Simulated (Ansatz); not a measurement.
# C5H14InN: a ladder of functionals and wavefunction methods

One table from this session's results is given with a row withheld; the runs are named, their logs left out.

The runs use Ansatz 0.2.0, Gaussian basis; functionals in def2-TZVPP, the program's frozen cores in correlated methods.

Levels to be run: LDA (SPW92), PBE-D4, revPBE-D4, BLYP-D4, r2SCAN-D4, B97M-V, PBE0-D4, B3LYP-D4, r2SCANh-D4, r2SCAN0-D4, HSE06-D4, BHLYP-D4, CAM-B3LYP-D4, LC-ωPBE, ωB97X-V, ωB97M-V, B2PLYP, PBE-QIDH; CCSD(T)/def2-SVP; CCSD(T)/def2-TZVPP; MP2/def2-QZVPP; extrapolation to the limit; RPA on PBE.

### Structure used throughout

The geometry comes from an earlier relaxation with PBE0-D4 in a triple-zeta def2 set; it is a stationary point, not always the lowest conformer. In takes the def2 core potential; no spin-orbit term is included.

SMILES `C[CH2][In]([NH2])[CH](C)C`, 21 atoms, charge 0, spin multiplicity 1.

Atoms are counted from 1 here; the program's logs count them from 0.

Bond lengths: C1–C2 1.523 Å, C1–H8 1.093 Å, C1–H9 1.093 Å, C1–H10 1.096 Å, C2–In3 2.165 Å, C2–H11 1.094 Å, C2–H12 1.094 Å, In3–N4 2.025 Å, In3–C5 2.179 Å, N4–H13 1.007 Å, N4–H14 1.007 Å, C5–C6 1.521 Å, C5–C7 1.524 Å, C5–H15 1.096 Å, C6–H16 1.094 Å, C6–H17 1.098 Å, C6–H18 1.093 Å, C7–H19 1.093 Å and more. Angles: C2–C1–H8 111.9°, C2–C1–H9 111.9°, C2–C1–H10 111.8°, H8–C1–H9 106.9°, H8–C1–H10 107.0°, H9–C1–H10 107.0°, C1–C2–In3 115.3°, C1–C2–H11 110.7°, C1–C2–H12 110.9°, In3–C2–H11 106.6°, In3–C2–H12 106.8°, H11–C2–H12 105.9°, C2–In3–N4 114.8°, C2–In3–C5 132.1°, N4–In3–C5 113.1°, In3–N4–H13 124.3°, In3–N4–H14 125.0°, H13–N4–H14 110.7° and more.

The first run:

in.yaml reads:

```yaml
crystal:
  periodic: [false, false, false]
  atoms:
    - {symbol: C, position_ang: [2.716775, -1.318832, 0.481498]}
    - {symbol: C, position_ang: [1.563293, -1.960543, -0.278600]}
    - {symbol: In, position_ang: [-0.264136, -0.801476, -0.339986]}
    - {symbol: N, position_ang: [-1.693307, -1.532195, -1.574549]}
    - {symbol: C, position_ang: [-0.861381, 1.038136, 0.663158]}
    - {symbol: C, position_ang: [-2.245342, 1.485341, 0.216808]}
    - {symbol: C, position_ang: [0.171917, 2.142865, 0.476977]}
    - {symbol: H, position_ang: [3.014318, -0.363663, 0.040373]}
    - {symbol: H, position_ang: [2.457247, -1.119599, 1.524831]}
    - {symbol: H, position_ang: [3.605881, -1.958882, 0.488794]}
    - {symbol: H, position_ang: [1.303904, -2.930235, 0.157271]}
    - {symbol: H, position_ang: [1.844132, -2.163388, -1.316198]}
    - {symbol: H, position_ang: [-2.595364, -1.107281, -1.712808]}
    - {symbol: H, position_ang: [-1.600466, -2.361894, -2.136795]}
    - {symbol: H, position_ang: [-0.902799, 0.784927, 1.728864]}
    - {symbol: H, position_ang: [-2.269506, 1.716186, -0.852795]}
    - {symbol: H, position_ang: [-2.555766, 2.395742, 0.746833]}
    - {symbol: H, position_ang: [-3.006755, 0.723344, 0.402552]}
    - {symbol: H, position_ang: [1.159653, 1.856440, 0.847819]}
    - {symbol: H, position_ang: [-0.127322, 3.054040, 1.011883]}
    - {symbol: H, position_ang: [0.285033, 2.420977, -0.575911]}
basis:
  gaussian: {orbitals: def2-TZVPP}
hamiltonian: {xc: lda}
output: {orbitals: {seedname: orbitals}}
```

Started as:

```sh
$ ansatz run in.yaml --threads 2 --pin off --events-out ev --progress --plain --max-ram 32768MiB --backend cuda --devices 0, --max-vram 18GiB
```

Steps of the session up to this table: LDA; PBE-D4 (GGA); revPBE-D4 (GGA); BLYP-D4 (GGA); r2SCAN-D4 (meta-GGA); B97M-V (meta-GGA); PBE0-D4 (hybrid); B3LYP-D4 (hybrid); r2SCANh-D4 (hybrid); r2SCAN0-D4 (hybrid); HSE06-D4 (hybrid); BHLYP-D4 (hybrid); CAM-B3LYP-D4 (range-separated); LC-ωPBE (range-separated); ωB97X-V (range-separated); ωB97M-V (range-separated); B2PLYP (double hybrid); PBE-QIDH (double hybrid).

One of the session's tables, all rows but one given; the rest of the session is left out.

It belongs to the step «Frontier levels by functional». 

| functional | HOMO (eV) | gap (eV) |
| --- | --- | --- |
| LDA (SPW92) | ? | ? |
| PBE-D4 | -5.21 | 4.06 |
| revPBE-D4 | -5.13 | 4.10 |
| BLYP-D4 | -5.10 | 3.99 |
| r2SCAN-D4 | -5.46 | 4.56 |
| B97M-V | -5.52 | 4.33 |
| PBE0-D4 | -6.45 | 6.00 |
| B3LYP-D4 | -6.26 | 5.54 |
| r2SCANh-D4 | -5.95 | 5.30 |
| r2SCAN0-D4 | -6.57 | 6.28 |
| HSE06-D4 | -6.06 | 5.25 |
| BHLYP-D4 | -7.45 | 7.61 |
| CAM-B3LYP-D4 | -7.72 | 8.04 |
| LC-ωPBE | -9.01 | 10.40 |
| ωB97X-V | -8.68 | 9.89 |
| ωB97M-V | -8.57 | 9.42 |

Estimate the missing values for LDA (SPW92).

**Answer.** HOMO (eV): -5.43; gap (eV): 4.00. In the column «HOMO (eV)» it lies between r2SCAN-D4 (-5.46) and PBE-D4 (-5.21).
